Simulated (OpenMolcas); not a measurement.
# Ni²⁺ among point charges: CASSCF and CASPT2 levels and susceptibility

How does a field of 4 point charges split the states of Ni²⁺, and what χT follows?

Method: state-averaged CASSCF and CASPT2, spin-orbit coupling by RASSI with atomic mean-field integrals. Code: OpenMolcas 26.06.

**1. The system**

```
Species                           : Ni²⁺ (nickel, Z = 28, 26 electrons)
Basis                             : ANO-RCC-VDZP [5s4p2d1f], 34 functions
Scalar Hamiltonian                : DKH2, point nucleus
Inactive shells                   : 1s 2s 2p 3s 3p
Active space                      : 8 electrons in 5 orbitals (3d)
Some configurations of this space : 3d8
Orbitals                          : optimised for each spin and parity, averaged over all roots
```

The outer shells:

3d8
```
3d [↑↓][↑↓][↑↓][↑ ][↑ ]
```

The ion sits among 4 point charges of -2.5 e arranged as a square (D4h), 1.97 Å from the ion.

The work runs as a chain of OpenMolcas steps in one folder; each step below is one input file. Labels, J, g values, rates, χT and fits are worked out afterwards by a script from the matrices that RASSI stores. The input lists half of the charges; inversion (Group=XYZ) makes the rest.

**2. One- and two-electron integrals**

The input, a.inp:

```
&GATEWAY
Coord
1

Ni 0.0 0.0 0.0
Basis=ANO-RCC-VDZP
Group=XYZ
NoMove
AngMom=0.0 0.0 0.0
AMFI
XField
2 Angstrom 0
1.970000 0.000000 0.000000 -2.500000
0.000000 1.970000 0.000000 -2.500000
&SEWARD
```

Run with:

```bash
$ OMP_NUM_THREADS=1 MOLCAS_MEM=1689 MOLCAS_PROJECT=a pymolcas a.inp > a.log
```

**3. CASSCF: triplets of even parity, 10 roots**

The input, a.inp:

```
&RASSCF
FileOrb=start.orb
Symmetry=1
Spin=3
nActEl=8 0 0
Inactive=3 6
Ras2=5 0
CIRoot=10 10 1
SDav=10
CIMx=300
Iter=120 100
PrWF=0.3
OrbListing=Nothing
MaxOrb=0
>>> COPY $Project.JobIph JOB001
```

start.orb holds the contracted functions of the basis, ordered by shell, or the orbitals of the step before.

**4. CASSCF: singlets of even parity, 15 roots**

The input, a.inp:

```
&RASSCF
FileOrb=start.orb
Symmetry=1
Spin=1
nActEl=8 0 0
Inactive=3 6
Ras2=5 0
CIRoot=15 15 1
SDav=15
CIMx=300
Iter=120 100
PrWF=0.3
OrbListing=Nothing
MaxOrb=0
>>> COPY $Project.JobIph JOB002
```

**5. RASSI: spin-orbit coupling between the states**

The input, a.inp:

```
&RASSI
NrOfJobIphs=2 10 15
1 2 3 4 5 6 7 8 9 10
1 2 3 4 5 6 7 8 9 10 11 12 13 14 15
IphNames
JOB001
JOB002
EJob
SpinOrbit
DIPRint=1.0
SOCoupling=1000.0
Subsets=2
Property=9
'ANGMOM' 1 'ANGMOM' 2 'ANGMOM' 3 'MLTPL  1' 1 'MLTPL  1' 2 'MLTPL  1' 3
'AMFI' 1 'AMFI' 2 'AMFI' 3
SOProperty=3
'ANGMOM' 1 'ANGMOM' 2 'ANGMOM' 3
```

**6. CASPT2: IPEA 0.25, imaginary shift 0.1 (closed shells correlated: 3s 3p)**

The input, a.inp:

```
>>> COPY JOB001 $Project.JobIph
&CASPT2
Multistate=10 1 2 3 4 5 6 7 8 9 10
NoMult
Frozen=2 3
IPEA=0.25
Imaginary=0.1
MaxIter=60
WThr=0.0 0.3 0.05
PrWF=0.5
NoMix
>>> COPY JOB002 $Project.JobIph
&CASPT2
Multistate=15 1 2 3 4 5 6 7 8 9 10 11 12 13 14 15
NoMult
Frozen=2 3
IPEA=0.25
Imaginary=0.1
MaxIter=60
WThr=0.0 0.3 0.05
PrWF=0.5
NoMix
```

(Steps that only read results are left out.)

What does the calculation give? Wanted: spin-free ground state; first state of the same spin within the active space; lowest level; next level.

As calculated:

| quantity | value |
| --- | --- |
| method | SS-CASPT2, IPEA 0.25, imaginary shift 0.1 (closed shells correlated: 3s 3p) |
| spin-free ground state | 3A2, 1-fold in its orbital part |
| first state of the same spin within the active space | 3E at 2100 cm⁻¹ |
| lowest level | 1-fold A1 |
| next level | 181.3 cm⁻¹ |
| χT at 300 K | 1.31 cm³ K/mol |
| effective moment at 300 K | 3.24 μB |

Cost by method:

```csv
method,time of its own steps,time with the reference
A. CASSCF,9.1 s,9.1 s
"B. SS-CASPT2, IPEA 0.25, imaginary shift 0.1, +3s 3p",3.1 s,12 s
```

Times are of one thread on a shared host.

What this shows: The spin-free ground state (3A2) comes to 57 % from free-ion F terms and keeps the highest spin of the shell. χT at 300 K is 1.31, against 1.00 cm³ K/mol for the spin alone, so orbital moment adds to it. The field of point charges can differ much from that of real complexes. Point charges carry no covalency, so the field is a model and not that of real ligands.
